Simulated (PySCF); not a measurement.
# C4H7N3S: the cost of one run

Computed with PySCF 2.14.0 and routines of our own; the level stands in each step. Atoms count from 0.

## (1) The starting structure

15 atoms, charge 0, multiplicity 1; geometry from: GFN2-xTB.

## (2) Magnetic properties: GIAO wB97X-D/pcSseg-1

What the job is given:

```
{"job": {"kind": "mag", "xc": "wB97X-D", "basis": "pcSseg-1", "isotopologues": 2}, "charge": 0, "multiplicity": 1}
C      2.776384     0.318287     0.170684
S      1.488615    -0.805811    -0.434116
C      0.083170     0.088990     0.055366
N      0.127314     1.256046     0.684353
N     -1.143950     1.571694     0.861584
N     -2.008317     0.695728     0.393951
C     -1.276199    -0.270772    -0.130956
C     -1.824701    -1.481964    -0.781213
H      2.667053     1.278680    -0.322384
H      2.670388     0.432828     1.244498
H      3.729798    -0.136858    -0.076537
H     -1.426930     2.422271     1.320992
H     -2.909614    -1.450880    -0.753241
H     -1.470727    -2.374406    -0.267114
H     -1.486699    -1.535843    -1.815125
```

Level: GIAO wB97X-D/pcSseg-1 magnetisability, rotational g tensor and spin-rotation constants, non-relativistic, gas phase.

The run is started by

```bash
> OMP_NUM_THREADS=1 python excited_run.py task.json out
```

This one command runs all jobs of the session in turn.

**Question.** How long does this first job take on 1 thread of Arm Neoverse V2, shared host, and how much memory does it need?

About 41 s, with a peak of 0.86 GiB.
